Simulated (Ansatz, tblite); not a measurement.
**The cluster Zr3H12O12: rung by rung**

An exercise on one series of results from a longer session: the logs are not shown, and one member is left open.

Program: Ansatz 0.2.0, Gaussian basis. Level of theory: as each input shows. These are calculated values, not measurements.

Levels to be run: GFN1-xTB, GFN2-xTB, PBE-D4/def2-TZVP, r2SCAN-D4/def2-TZVP, ωB97X-V/def2-TZVP, B3LYP-D4/def2-TZVP, B2PLYP/def2-TZVP, PBE+5HF/def2-SVP, PBE+10HF/def2-SVP, PBE+15HF/def2-SVP, PBE+35HF/def2-SVP, PBE+50HF/def2-SVP, PBE-D4/def2-SVP, PBE0-D4/def2-SVP, MP2/def2-TZVP, RPA/def2-TZVP.

2 further runs of the same task are left out: 2 set aside as unsound or not needed.

## The relaxed structure

The geometry is that of the singlet, from an earlier relaxation (PBE-D4/def2-SVP).

27 atoms, charge 0, spin multiplicity 1.

Bond lengths: Zr1–O8 2.167 Å, Zr1–O10 2.354 Å, Zr1–O12 2.338 Å, Zr1–O13 2.019 Å, Zr1–O14 1.961 Å, Zr1–O15 1.962 Å, Zr2–O4 1.977 Å, Zr2–O5 1.986 Å, Zr2–O6 2.317 Å, Zr2–O7 1.943 Å, Zr2–O8 2.276 Å, Zr2–O10 2.398 Å, Zr3–O6 2.063 Å, Zr3–O9 1.934 Å, Zr3–O10 2.279 Å, Zr3–O11 1.936 Å, Zr3–O12 2.065 Å, O4–H16 0.969 Å and more. Angles: O8–Zr1–O10 65.7°, O8–Zr1–O12 81.5°, O8–Zr1–O13 90.7°, O8–Zr1–O14 154.6°, O8–Zr1–O15 95.8°, O10–Zr1–O12 68.8°, O10–Zr1–O13 99.0°, O10–Zr1–O14 88.9°, O10–Zr1–O15 150.2°, O12–Zr1–O13 167.4°, O12–Zr1–O14 87.9°, O12–Zr1–O15 86.0°, O13–Zr1–O14 95.1°, O13–Zr1–O15 104.7°, O14–Zr1–O15 106.5°, O4–Zr2–O5 108.2°, O4–Zr2–O6 87.6°, O4–Zr2–O7 107.4° and more.

Zr takes a core potential in the def2 sets. No spin-orbit coupling is included.

PBE0-D4/def2-TZVP was run before; its log isn't repeated, and its numbers join the tables.

Set-up of the first run:

Tight binding, by tblite at 300 K electronic temperature and without a spin-polarisation term:

```python
tblite.interface.Calculator('GFN1-xTB', numbers, positions, charge=0, uhf=0).singlepoint()
```

Tight binding, by tblite at 300 K electronic temperature and without a spin-polarisation term:

```python
tblite.interface.Calculator('GFN2-xTB', numbers, positions, charge=0, uhf=0).singlepoint()
```

start.molden holds the orbitals of an earlier run on this state, given as this run's starting guess.

in.yaml reads:

```yaml
crystal:
  periodic: [false, false, false]
  atoms:
    - {symbol: Zr, position_ang: [1.318103, 1.487938, 0.069626]}
    - {symbol: Zr, position_ang: [-2.119357, 0.161673, -0.307956]}
    - {symbol: Zr, position_ang: [0.686260, -2.059256, 0.343816]}
    - {symbol: O, position_ang: [-3.557742, 0.100921, 1.047394]}
    - {symbol: O, position_ang: [-2.751319, -0.797455, -1.928483]}
    - {symbol: O, position_ang: [-1.354912, -1.848966, 0.553906]}
    - {symbol: O, position_ang: [-2.104739, 1.953081, -1.060506]}
    - {symbol: O, position_ang: [-0.492025, 0.895551, 1.103494]}
    - {symbol: O, position_ang: [0.946325, -3.197647, 1.885660]}
    - {symbol: O, position_ang: [0.146254, -0.272500, -0.963521]}
    - {symbol: O, position_ang: [1.263443, -3.107815, -1.178085]}
    - {symbol: O, position_ang: [2.039704, -0.588959, 0.864248]}
    - {symbol: O, position_ang: [0.354577, 3.047559, -0.775307]}
    - {symbol: O, position_ang: [2.684931, 1.347794, -1.328929]}
    - {symbol: O, position_ang: [2.208234, 2.246840, 1.645024]}
    - {symbol: H, position_ang: [-4.353643, 0.597069, 1.289852]}
    - {symbol: H, position_ang: [-2.968388, -0.432798, -2.801435]}
    - {symbol: H, position_ang: [-1.960316, -2.292222, 1.174000]}
    - {symbol: H, position_ang: [-1.350223, 2.598763, -1.008343]}
    - {symbol: H, position_ang: [-0.736419, 1.298865, 1.954866]}
    - {symbol: H, position_ang: [1.042592, -3.721519, 2.692035]}
    - {symbol: H, position_ang: [0.272099, -0.409438, -1.921549]}
    - {symbol: H, position_ang: [1.421428, -3.929499, -1.663010]}
    - {symbol: H, position_ang: [2.588391, -0.537505, 1.666687]}
    - {symbol: H, position_ang: [0.703733, 3.569027, -1.518032]}
    - {symbol: H, position_ang: [3.364880, 0.904712, -1.853735]}
    - {symbol: H, position_ang: [2.708128, 2.985785, 2.018293]}
basis:
  gaussian: {orbitals: def2-TZVP, fitting: {mean_field: def2-universal-jkfit}, initial_orbitals: start.molden}
hamiltonian: {xc: pbe, dispersion: d4}
scf: {omitted_lower_state_checks: [starts]}
output: {forces: true, orbitals: {seedname: orbitals}}
```

Launch:

```console
ansatz run in.yaml --threads 2 --pin off --events-out ev --progress --plain --max-ram 32768MiB --backend cuda --devices 0, --max-vram 18GiB
```

Among the steps run: PBE-D4/def2-TZVP; r2SCAN-D4/def2-TZVP; ωB97X-V/def2-TZVP; B3LYP-D4/def2-TZVP; B2PLYP/def2-TZVP; PBE+5HF/def2-SVP; PBE+10HF/def2-SVP; PBE+15HF/def2-SVP; PBE+35HF/def2-SVP; PBE+50HF/def2-SVP; PBE-D4/def2-SVP; PBE0-D4/def2-SVP; MP2/def2-TZVP; RPA/def2-TZVP.

One table of the session follows, with a row left open; its other results are not shown here.

It belongs to the step «Binding energy». 

| level | binding an atom (eV) |
| --- | --- |
| HF/def2-TZVP | 3.145 |
| B3LYP-D4/def2-TZVP | 4.587 |
| PBE0-D4/def2-SVP | 4.619 |
| PBE0-D4/def2-TZVP | 4.551 |
| ωB97X-V/def2-TZVP | 4.636 |
| MP2/def2-TZVP | ? |

Q: Estimate the row for MP2/def2-TZVP from the others.

As computed: binding an atom (eV): 4.673. In the column «binding an atom (eV)» it is the highest.

To keep in mind: Free atoms were run apart at each level; binding is atoms less cluster, divided by the number of atoms, without zero-point or spin-orbit terms.
